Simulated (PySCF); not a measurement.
# Au₂S: one geometry, several methods

Aim: at the PBE0 minimum of singlet Au₂S, found before, compare methods on energies and levels.

The runs use PySCF 2.14.0; several methods, basis S def2-TZVP, Au def2-TZVP with ECP60, scalar-relativistic core potentials, no spin–orbit coupling, density fitting.

## 1. Where the work starts

3 atoms, charge 0, spin multiplicity 1.

Bond lengths: S1–Au2 2.232 Å, S1–Au3 2.232 Å. Angles: Au2–S1–Au3 91.5°.

Coordinates in bohr (charge 0 multiplicity 1):
```
S     0.0000    2.7230    0.0000
Au    0.0000   -0.2202    3.0217
Au    0.0000   -0.2202   -3.0217
```

## 2. PBE0

One driver script runs all steps and calls PySCF; scf.py shows the equivalent input of each level. Each SCF starts from the density of the minimum. The driver also runs the species with one electron less or more at the same geometry (one less: multiplicity 2, one more: multiplicity 2); their logs are not shown.

Input file scf.py:

```python
from pyscf import gto, scf, dft
mol = gto.M(atom='''
S     -0.000000     1.440932    -0.000000
Au     0.000000    -0.116500     1.598995
Au    -0.000000    -0.116500    -1.598995''',
    basis={'S': 'def2-TZVP', 'Au': 'def2-TZVP'},
    ecp={'Au': 'def2-TZVP'},
    charge=0, spin=0)
mf = dft.RKS(mol, xc='PBE0')
mf.grids.atom_grid = (99, 590)
aux = {'S': 'def2-universal-JKFIT', 'Au': 'def2-universal-JKFIT'}
mf = mf.density_fit(auxbasis=aux)
mf.kernel()
```

Log:

```text
init E= -669.560447183099
  HOMO = -0.233316868866805  LUMO = -0.113096630981055  gap/eV = 3.27136
cycle= 1 E= -669.560447185733  delta_E= -2.63e-09  |g|= 1.64e-05  |ddm|= 0.000139
  HOMO = -0.233320530857465  LUMO = -0.11309766373269  gap/eV = 3.27143
cycle= 2 E= -669.560447185592  delta_E= 1.41e-10  |g|= 2.78e-05  |ddm|= 4.63e-05
  HOMO = -0.233313733990747  LUMO = -0.113096712737665  gap/eV = 3.27127
Extra cycle  E= -669.560447184695  delta_E= 8.97e-10  |g|= 6.56e-05  |ddm|= 0.000106
converged SCF energy = -669.560447184695
```

This level, with the species of one electron less or more, ran for 7.8 s (4 threads, shared host).

- energy: -669.560447 Eh
- one electron less (charge +1): -669.260576 Eh (doublet, ⟨S²⟩ 0.76)
- one electron more (charge -1): -669.616808 Eh (doublet, ⟨S²⟩ 0.77)
- Mulliken charge of S1: -0.51 e

## 3. HF

Changes to scf.py since step 2:

```diff
@@ -9,2 +9 @@
-mf = dft.RKS(mol, xc='PBE0')
-mf.grids.atom_grid = (99, 590)
+mf = scf.RHF(mol)
```

Log, shortened:

```text
[... the frontier levels of the middle cycles are left out ...]
init E= -667.115362066162
  HOMO = -0.329034116394526  LUMO = -0.00619598387033883  gap/eV = 8.78487
cycle= 1 E= -667.144706984016  delta_E= -0.0293  |g|= 0.0963  |ddm|= 0.624
  HOMO = -0.311204163653691  LUMO = -0.000839232933766461  gap/eV = 8.44546
cycle= 2 E= -667.147529825482  delta_E= -0.00282  |g|= 0.0357  |ddm|= 0.211
  HOMO = -0.315099129011702  LUMO = -0.00214374080840936  gap/eV = 8.51595
cycle= 3 E= -667.148181428626  delta_E= -0.000652  |g|= 0.0227  |ddm|= 0.0702
cycle= 4 E= -667.148482040621  delta_E= -0.000301  |g|= 0.00652  |ddm|= 0.0576
cycle= 5 E= -667.148565822196  delta_E= -8.38e-05  |g|= 0.0042  |ddm|= 0.0341
cycle= 6 E= -667.148587608151  delta_E= -2.18e-05  |g|= 0.00142  |ddm|= 0.0179
cycle= 7 E= -667.148590889466  delta_E= -3.28e-06  |g|= 0.000607  |ddm|= 0.00751
cycle= 8 E= -667.148591238367  delta_E= -3.49e-07  |g|= 0.000272  |ddm|= 0.00205
cycle= 9 E= -667.148591321823  delta_E= -8.35e-08  |g|= 7.87e-05  |ddm|= 0.00114
cycle= 10 E= -667.148591331693  delta_E= -9.87e-09  |g|= 2.49e-05  |ddm|= 0.000417
cycle= 11 E= -667.148591332615  delta_E= -9.22e-10  |g|= 9.25e-06  |ddm|= 0.00012
  HOMO = -0.30788755579665  LUMO = -0.00136016511480698  gap/eV = 8.34104
Extra cycle  E= -667.148591332706  delta_E= -9.06e-11  |g|= 5.64e-06  |ddm|= 2.4e-05
converged SCF energy = -667.148591332706
```

This level, with the species of one electron less or more, took 3.7 s.

* energy: -667.148591 Eh
* one electron less (charge +1): -666.907202 Eh (doublet, ⟨S²⟩ 0.77)
* one electron more (charge -1): -667.165411 Eh (doublet, ⟨S²⟩ 0.90)
* Mulliken charge of S1: -0.79 e

## 4. PBE

Changes to scf.py since step 3:

```diff
@@ -9 +9,2 @@
-mf = scf.RHF(mol)
+mf = dft.RKS(mol, xc='PBE')
+mf.grids.atom_grid = (99, 590)
```

Log, shortened:

```text
[... the frontier levels of the middle cycles are left out ...]
init E= -669.626395834444
  HOMO = -0.185486875246393  LUMO = -0.140172215731738  gap/eV = 1.23307
cycle= 1 E= -669.626766472421  delta_E= -0.000371  |g|= 0.135  |ddm|= 0.503
  HOMO = -0.226621076609103  LUMO = -0.159861944671917  gap/eV = 1.81661
cycle= 2 E= -669.598126732425  delta_E= 0.0286  |g|= 0.349  |ddm|= 0.673
  HOMO = -0.198061397457968  LUMO = -0.148675341475829  gap/eV = 1.34386
cycle= 3 E= -669.630156903117  delta_E= -0.032  |g|= 0.0833  |ddm|= 0.534
cycle= 4 E= -669.631629910623  delta_E= -0.00147  |g|= 0.0104  |ddm|= 0.0922
cycle= 5 E= -669.631665634818  delta_E= -3.57e-05  |g|= 0.00329  |ddm|= 0.0196
cycle= 6 E= -669.631668366693  delta_E= -2.73e-06  |g|= 0.000893  |ddm|= 0.00369
cycle= 7 E= -669.631668507164  delta_E= -1.4e-07  |g|= 0.000169  |ddm|= 0.000738
cycle= 8 E= -669.631668514297  delta_E= -7.13e-09  |g|= 4.25e-05  |ddm|= 0.00018
cycle= 9 E= -669.631668514831  delta_E= -5.34e-10  |g|= 7.78e-06  |ddm|= 6.69e-05
  HOMO = -0.197796808039923  LUMO = -0.1471168059734  gap/eV = 1.37907
Extra cycle  E= -669.63166851478  delta_E= 5.06e-11  |g|= 1.66e-05  |ddm|= 2.46e-05
converged SCF energy = -669.63166851478
```

This level, with the species of one electron less or more, took 21 s.

* energy: -669.631669 Eh
* one electron less (charge +1): -669.328259 Eh (doublet, ⟨S²⟩ 0.75)
* one electron more (charge -1): -669.694088 Eh (doublet, ⟨S²⟩ 0.75)
* Mulliken charge of S1: -0.40 e

## 5. r2SCAN

Changes to scf.py since step 4:

```diff
@@ -9 +9 @@
-mf = dft.RKS(mol, xc='PBE')
+mf = dft.RKS(mol, xc='R2SCAN')
```

Log, shortened:

```text
[... the frontier levels of the middle cycles are left out ...]
init E= -669.799887813016
  HOMO = -0.196838986535495  LUMO = -0.13629534827387  gap/eV = 1.64748
cycle= 1 E= -669.800992184071  delta_E= -0.0011  |g|= 0.0652  |ddm|= 0.389
  HOMO = -0.215437269580123  LUMO = -0.142507902549915  gap/eV = 1.98451
cycle= 2 E= -669.790386217248  delta_E= 0.0106  |g|= 0.204  |ddm|= 0.37
  HOMO = -0.20359634763196  LUMO = -0.139661190262795  gap/eV = 1.73976
cycle= 3 E= -669.802279802169  delta_E= -0.0119  |g|= 0.0114  |ddm|= 0.269
cycle= 4 E= -669.802306052724  delta_E= -2.63e-05  |g|= 0.00435  |ddm|= 0.0147
cycle= 5 E= -669.802309869827  delta_E= -3.82e-06  |g|= 0.000582  |ddm|= 0.00507
cycle= 6 E= -669.802309987994  delta_E= -1.18e-07  |g|= 0.000159  |ddm|= 0.000987
cycle= 7 E= -669.8023099936  delta_E= -5.61e-09  |g|= 2.88e-05  |ddm|= 0.00018
cycle= 8 E= -669.802309993761  delta_E= -1.62e-10  |g|= 1.11e-05  |ddm|= 3.58e-05
  HOMO = -0.202445274715085  LUMO = -0.138924907542617  gap/eV = 1.72848
Extra cycle  E= -669.802309993701  delta_E= 6.06e-11  |g|= 1.92e-05  |ddm|= 2.95e-05
converged SCF energy = -669.802309993701
```

This level, with the species of one electron less or more, took 29 s.

| Item | Value |
| --- | --- |
| energy | -669.802310 Eh |
| one electron less (charge +1) | -669.500629 Eh (doublet, ⟨S²⟩ 0.76) |
| one electron more (charge -1) | -669.865284 Eh (doublet, ⟨S²⟩ 0.77) |
| Mulliken charge of S1 | -0.45 e |

## 6. B3LYP

Changes to scf.py since step 5:

```diff
@@ -9 +9 @@
-mf = dft.RKS(mol, xc='R2SCAN')
+mf = dft.RKS(mol, xc='B3LYP')
```

Log, shortened:

```text
[... the frontier levels of the middle cycles are left out ...]
init E= -669.821542238599
  HOMO = -0.222749941432983  LUMO = -0.122176418837202  gap/eV = 2.73674
cycle= 1 E= -669.822771476356  delta_E= -0.00123  |g|= 0.0408  |ddm|= 0.193
  HOMO = -0.235898836739499  LUMO = -0.127826308818181  gap/eV = 2.94080
cycle= 2 E= -669.821666904376  delta_E= 0.0011  |g|= 0.08  |ddm|= 0.121
  HOMO = -0.228478676492599  LUMO = -0.125539494223424  gap/eV = 2.80112
cycle= 3 E= -669.823087705454  delta_E= -0.00142  |g|= 0.0145  |ddm|= 0.0944
cycle= 4 E= -669.823133259832  delta_E= -4.56e-05  |g|= 0.00341  |ddm|= 0.0179
cycle= 5 E= -669.823135937396  delta_E= -2.68e-06  |g|= 0.000507  |ddm|= 0.00419
cycle= 6 E= -669.823135979616  delta_E= -4.22e-08  |g|= 0.000271  |ddm|= 0.000933
cycle= 7 E= -669.823136000312  delta_E= -2.07e-08  |g|= 6.85e-05  |ddm|= 0.00025
cycle= 8 E= -669.823136001311  delta_E= -9.98e-10  |g|= 1.98e-05  |ddm|= 7.89e-05
  HOMO = -0.228895635516749  LUMO = -0.125433895728984  gap/eV = 2.81534
Extra cycle  E= -669.823136001097  delta_E= 2.14e-10  |g|= 3.49e-05  |ddm|= 6.85e-05
converged SCF energy = -669.823136001097
```

This level, with the species of one electron less or more, ran for 18 s (4 threads, shared host).

| Property | Result |
| --- | --- |
| energy | -669.823136 Eh |
| one electron less (charge +1) | -669.518860 Eh (doublet, ⟨S²⟩ 0.76) |
| one electron more (charge -1) | -669.883819 Eh (doublet, ⟨S²⟩ 0.76) |
| Mulliken charge of S1 | -0.43 e |

## 7. TPSSh

Changes to scf.py since step 6:

```diff
@@ -9 +9 @@
-mf = dft.RKS(mol, xc='B3LYP')
+mf = dft.RKS(mol, xc='TPSSH')
```

Log, shortened:

```text
[... the frontier levels of the middle cycles are left out ...]
init E= -669.644031195003
  HOMO = -0.20780045707497  LUMO = -0.12410514169188  gap/eV = 2.27747
cycle= 1 E= -669.644648027005  delta_E= -0.000617  |g|= 0.0538  |ddm|= 0.176
  HOMO = -0.217336039121511  LUMO = -0.13073977786913  gap/eV = 2.35640
cycle= 2 E= -669.643885491948  delta_E= 0.000763  |g|= 0.0846  |ddm|= 0.119
  HOMO = -0.211713667088001  LUMO = -0.126769972882404  gap/eV = 2.31144
cycle= 3 E= -669.64516401209  delta_E= -0.00128  |g|= 0.00314  |ddm|= 0.0725
cycle= 4 E= -669.645166053992  delta_E= -2.04e-06  |g|= 0.000997  |ddm|= 0.00371
cycle= 5 E= -669.645166153242  delta_E= -9.92e-08  |g|= 0.000675  |ddm|= 0.00135
cycle= 6 E= -669.645166239187  delta_E= -8.59e-08  |g|= 0.000296  |ddm|= 0.00116
cycle= 7 E= -669.645166263  delta_E= -2.38e-08  |g|= 4.59e-05  |ddm|= 0.000327
cycle= 8 E= -669.645166263374  delta_E= -3.74e-10  |g|= 1.28e-05  |ddm|= 4.96e-05
  HOMO = -0.21174139825168  LUMO = -0.126811854008756  gap/eV = 2.31105
Extra cycle  E= -669.645166263232  delta_E= 1.42e-10  |g|= 2.5e-05  |ddm|= 4.66e-05
converged SCF energy = -669.645166263232
```

This level, with the species of one electron less or more, took 28 s.

* energy: -669.645166 Eh
* one electron less (charge +1): -669.346010 Eh (doublet, ⟨S²⟩ 0.76)
* one electron more (charge -1): -669.700969 Eh (doublet, ⟨S²⟩ 0.76)
* Mulliken charge of S1: -0.48 e

## 8. M06-2X

Changes to scf.py since step 7:

```diff
@@ -9 +9 @@
-mf = dft.RKS(mol, xc='TPSSH')
+mf = dft.RKS(mol, xc='M062X')
```

Log, shortened:

```text
[... the frontier levels of the middle cycles are left out ...]
init E= -669.457939437728
  HOMO = -0.275660270245644  LUMO = -0.0831297399373661  gap/eV = 5.23902
cycle= 1 E= -669.464020031118  delta_E= -0.00608  |g|= 0.0361  |ddm|= 0.334
  HOMO = -0.266710752535337  LUMO = -0.0800013213387528  gap/eV = 5.08062
cycle= 2 E= -669.464041211648  delta_E= -2.12e-05  |g|= 0.036  |ddm|= 0.0739
  HOMO = -0.272409850867525  LUMO = -0.0812557711963861  gap/eV = 5.20157
cycle= 3 E= -669.464318329574  delta_E= -0.000277  |g|= 0.0115  |ddm|= 0.0486
cycle= 4 E= -669.464353562397  delta_E= -3.52e-05  |g|= 0.00381  |ddm|= 0.0113
cycle= 5 E= -669.464358341827  delta_E= -4.78e-06  |g|= 0.00112  |ddm|= 0.00824
cycle= 6 E= -669.464359735809  delta_E= -1.39e-06  |g|= 0.00051  |ddm|= 0.00526
cycle= 7 E= -669.464359900347  delta_E= -1.65e-07  |g|= 0.000237  |ddm|= 0.00183
cycle= 8 E= -669.464359928957  delta_E= -2.86e-08  |g|= 4.38e-05  |ddm|= 0.000611
cycle= 9 E= -669.464359930726  delta_E= -1.77e-09  |g|= 1.8e-05  |ddm|= 0.000195
cycle= 10 E= -669.464359930907  delta_E= -1.82e-10  |g|= 3.05e-06  |ddm|= 5.16e-05
  HOMO = -0.270810366971101  LUMO = -0.0810950696943878  gap/eV = 5.16242
Extra cycle  E= -669.464359930911  delta_E= -3.18e-12  |g|= 2.61e-06  |ddm|= 9.64e-06
converged SCF energy = -669.464359930911
```

This level, with the species of one electron less or more, took 33 s.

- energy: -669.464360 Eh
- one electron less (charge +1): -669.164097 Eh (doublet, ⟨S²⟩ 0.76)
- one electron more (charge -1): -669.512799 Eh (doublet, ⟨S²⟩ 0.77)
- Mulliken charge of S1: -0.54 e

## 9. The ladder

| level | atomisation energy (kJ/mol) | vertical ionisation energy (eV) | vertical electron affinity (eV) | −ε(HOMO) (eV) | gap (eV) | dipole (D) | wall time |
| --- | --- | --- | --- | --- | --- | --- | --- |
| PBE0 | 478 | 8.16 | 1.53 | 6.35 | 3.27 | 3.09 | 7.8 s |
| HF | 176 | 6.57 | 0.46 | 8.38 | 8.34 | 4.85 | 3.7 s |
| PBE | 528 | 8.26 | 1.70 | 5.38 | 1.38 | 2.42 | 21 s |
| r2SCAN | 527 | 8.21 | 1.71 | 5.51 | 1.73 | 2.74 | 29 s |
| B3LYP | 444 | 8.28 | 1.65 | 6.23 | 2.82 | 2.77 | 18 s |
| TPSSh | 491 | 8.14 | 1.52 | 5.76 | 2.31 | 2.86 | 28 s |
| M06-2X | 424 | 8.17 | 1.32 | 7.37 | 5.16 | 3.51 | 33 s |

Times are for 4 threads, shared host; PBE0 starts from its own converged density, so its time is not comparable. A dash stands where a species or a free atom was not run at that level, or the quantity is not defined.

Atomisation goes to high-spin atoms in their ground configurations, run at the same level, without zero-point energy.

## 10. What came out

| quantity | value |
| --- | --- |
| atomisation energy, range | 176 (HF) to 528 (PBE) kJ/mol |
| vertical ionisation energy, range | 6.57 (HF) to 8.28 (B3LYP) eV |
| vertical electron affinity, range | 0.46 (HF) to 1.71 (r2SCAN) eV |
| orbital gap, range | 1.38 (PBE) to 8.34 (HF) eV |

In words: The atomisation energy spreads over 353 kJ/mol, from HF to PBE; without a CCSD(T) value for it there is no yardstick here. Without diffuse functions electron affinities tend to come out too low. Spin–orbit coupling, left out here, can matter for elements this heavy.
